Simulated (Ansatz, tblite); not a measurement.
# Trans-V(PH3)2F4 (F4H6P2V): a ladder of methods and basis sets

Aim: run the doublet of trans-V(PH3)2F4 (F4H6P2V) at one geometry on many levels, and compare frontier levels, spin and run time.

Program: Ansatz 0.2.0, Gaussian basis. Level of theory: as each input shows. These are calculated values, not measurements.

Plan: GFN1-xTB, GFN2-xTB, PBE-D4/def2-TZVP, r2SCAN-D4/def2-TZVP, PBE-QIDH/def2-TZVP, B2PLYP/def2-TZVP, PBE-D4/def2-SVP, PBE0-D4/def2-SVP, HF/STO-3G, MP2/def2-TZVP, RPA/def2-TZVP.

3 further runs of the same task are left out: 2 that didn't finish, 1 set aside as unsound or not needed.

## (1) The geometry

The doublet was relaxed beforehand with r2SCAN-D4/def2-SVP.

13 atoms, charge 0, spin multiplicity 2.

Bond lengths: F1–V7 1.780 Å, F2–V7 1.780 Å, F3–V7 1.779 Å, F4–V7 1.778 Å, P5–V7 2.541 Å, P5–H8 1.417 Å, P5–H9 1.416 Å, P5–H10 1.417 Å, P6–V7 2.542 Å, P6–H11 1.417 Å, P6–H12 1.416 Å, P6–H13 1.417 Å. Angles: V7–P5–H8 118.0°, V7–P5–H9 115.3°, V7–P5–H10 121.1°, H8–P5–H9 99.6°, H8–P5–H10 99.5°, H9–P5–H10 99.6°, V7–P6–H11 121.2°, V7–P6–H12 114.8°, V7–P6–H13 118.6°, H11–P6–H12 99.6°, H11–P6–H13 99.4°, H12–P6–H13 99.6°, F1–V7–F2 179.8°, F1–V7–F3 87.8°, F1–V7–F4 92.2°, F1–V7–P5 86.4°, F1–V7–P6 93.8°, F2–V7–F3 92.2° and more.

No spin-orbit coupling is included.

PBE0-D4/def2-TZVP was run before; its log isn't repeated, and its numbers join the tables.

## (2) GFN1-xTB

Tight binding, by tblite at 300 K electronic temperature and without a spin-polarisation term:

```python
tblite.interface.Calculator('GFN1-xTB', numbers, positions, charge=0, uhf=1).singlepoint()
```

Energy -831.3408 eV; 0.013 s.

## (3) GFN2-xTB

Tight binding, by tblite at 300 K electronic temperature and without a spin-polarisation term:

```python
tblite.interface.Calculator('GFN2-xTB', numbers, positions, charge=0, uhf=1).singlepoint()
```

Energy -794.0978 eV; 0.009 s.

## (4) PBE-D4/def2-TZVP

start.molden holds the orbitals of an earlier run on this state, given as this run's starting guess.

Contents of in.yaml:

```yaml
crystal:
  periodic: [false, false, false]
  atoms:
    - {symbol: F, position_ang: [1.779475, 0.036374, 0.126780]}
    - {symbol: F, position_ang: [-1.771538, -0.049623, -0.119397]}
    - {symbol: F, position_ang: [0.033692, 1.771372, -0.059037]}
    - {symbol: F, position_ang: [-0.025922, -1.784296, 0.053831]}
    - {symbol: P, position_ang: [-0.018670, -0.011139, 2.541071]}
    - {symbol: P, position_ang: [0.018011, 0.013088, -2.541756]}
    - {symbol: V, position_ang: [0.004287, -0.006866, 0.000367]}
    - {symbol: H, position_ang: [0.442953, 1.147863, 3.212449]}
    - {symbol: H, position_ang: [0.809339, -0.983567, 3.152918]}
    - {symbol: H, position_ang: [-1.218094, -0.235886, 3.261940]}
    - {symbol: H, position_ang: [1.190242, 0.345065, -3.266045]}
    - {symbol: H, position_ang: [-0.889635, 0.925594, -3.132601]}
    - {symbol: H, position_ang: [-0.354143, -1.167987, -3.230521]}
basis:
  gaussian: {orbitals: def2-TZVP, initial_orbitals: start.molden}
magnetization: {spin_polarized: true, initial_magnetization: 1}
hamiltonian: {xc: pbe, dispersion: d4}
scf: {omitted_lower_state_checks: [starts]}
output: {forces: true, orbitals: {seedname: orbitals}}
```

Command:

```bash
$ ansatz run in.yaml --threads 4 --pin off --events-out ev --progress --plain --max-ram 4787MiB
```

After this run come: r2SCAN-D4/def2-TZVP; PBE-QIDH/def2-TZVP; B2PLYP/def2-TZVP; PBE-D4/def2-SVP; PBE0-D4/def2-SVP; HF/STO-3G; MP2/def2-TZVP; RPA/def2-TZVP.

**Question.** What will the summary of the whole plan be? Wanted: gap in def2-TZVP, named functionals, smallest and largest; correlation energy, MP2/def2-TZVP; binding an atom, range; ⟨S²⟩ in def2-TZVP, named functionals, smallest and largest; PBE0 total energy, smallest basis above largest.

**Answer**, as computed:

| quantity | value |
| --- | --- |
| gap in def2-TZVP, named functionals, smallest and largest | 0.30 eV (PBE-D4), 4.03 eV (PBE0-D4) |
| correlation energy, MP2/def2-TZVP | -47.78 eV |
| binding an atom, range | 2.09 (HF) to 3.25 eV (PBE0-D4) |
| ⟨S²⟩ in def2-TZVP, named functionals, smallest and largest | 0.754, 0.756 |
| PBE0 total energy, smallest basis above largest | 23.79 eV (def2-SVP, def2-TZVP) |

Orbital gaps of the named functionals in def2-TZVP span 0.30 eV (PBE-D4) to 4.03 eV (PBE0-D4); exact exchange widens it. Over the named functionals in def2-TZVP spin contamination reaches 0.01 (r2SCAN-D4), which is small.
